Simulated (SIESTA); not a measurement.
An input for SIESTA 5.4.2 (Hf):

File Hf.fdf:

```
SystemName                      Hf
SystemLabel                     Hf
NumberOfSpecies                 1
NumberOfAtoms                   1
%block ChemicalSpeciesLabel
  1  72 Hf
%endblock ChemicalSpeciesLabel

LatticeConstant                 1.0 Ang
%block LatticeVectors
     2.7787600000     0.0000000000     0.0000000000
     0.0000000000     2.7787600000     0.0000000000
     0.0000000000     0.0000000000    23.8000000000
%endblock LatticeVectors
AtomicCoordinatesFormat         Fractional
%block AtomicCoordinatesAndAtomicSpecies
     0.0000000000     0.0000000000     0.2941200000  1  Hf
%endblock AtomicCoordinatesAndAtomicSpecies

%block kgrid.MonkhorstPack
   10   0   0  0.0
    0  10   0  0.0
    0   0   1  0.0
%endblock kgrid.MonkhorstPack
XC.Functional                   GGA
XC.Authors                      PBE
PAO.BasisSize                   DZP
PAO.EnergyShift                 0.003 Ry
Mesh.Cutoff                     800
OccupationFunction              FD
ElectronicTemperature           0.05 eV
Slab.DipoleCorrection           vacuum
MaxSCFIterations                60
SCF.MustConverge                false
SCF.Mixer.Method                Pulay
SCF.Mixer.Weight                0.25
SCF.Mixer.History               8
SCF.DM.Tolerance                5.0e-05
SCF.H.Tolerance                 1.0e-03 eV
WriteForces                     true
Charge.Mulliken                 end
%block PAO.Basis
  Hf 5
  n=5 0 2
    3.241 0.000
  n=6 0 2
    8.163 0.000
  n=5 1 2
    3.929 0.000
  n=6 1 1
    8.163
  n=5 2 2
    7.906 0.000
%endblock PAO.Basis
```

Potentials or basis: PseudoDojo 0.4 standard (PBE files), DZP (energy shift 0.003 Ry; two zetas on semicore shells).

The run is started by

```bash
$ siesta Hf.fdf > Hf.out 2>&1
```

**Question.** Does this run start?

**Answer.** The run stopped without a result. It printed:

Hf.out:

```text
Version         : 5.4.2

                           ***********************
                           *  WELCOME TO SIESTA  *
                           ***********************

 NOTE: Siesta V5 introduces some new defaults for basis-set generation
 NOTE: which might lead to slightly different numerical results.
 NOTE: Please see the manual for full details and compatibility measures.

[... 200 lines left out ...]
       potential(ionic) =   -6.792298

SPLIT: Orbitals with angular momentum L= 2
STOP Stopping Program
*************************************************************
ERROR

FDF module: fdf_physical:  no unit specified for MeshCutoff

     File: fdf.F90
[... 79 lines left out ...]
redata: Spin configuration                          = none
redata: Number of spin components                   = 1
redata: Time-Reversal Symmetry                      = T
redata: Spin spiral                                 = F
redata: Long output                                 =   F
redata: Number of Atomic Species                    =        1
redata: Charge density info will appear in .RHO file
redata: Write Mulliken charges (when)               = end
redata: Write Mulliken Pop.                         = Atomic and Orbital charges
redata: Write Hirshfeld charges (when)              = none
redata: Write Voronoi charges (when)                = none
redata: Write spin charge (when)                    = none
redata: Matel table size (NRTAB)                    =     1024
```
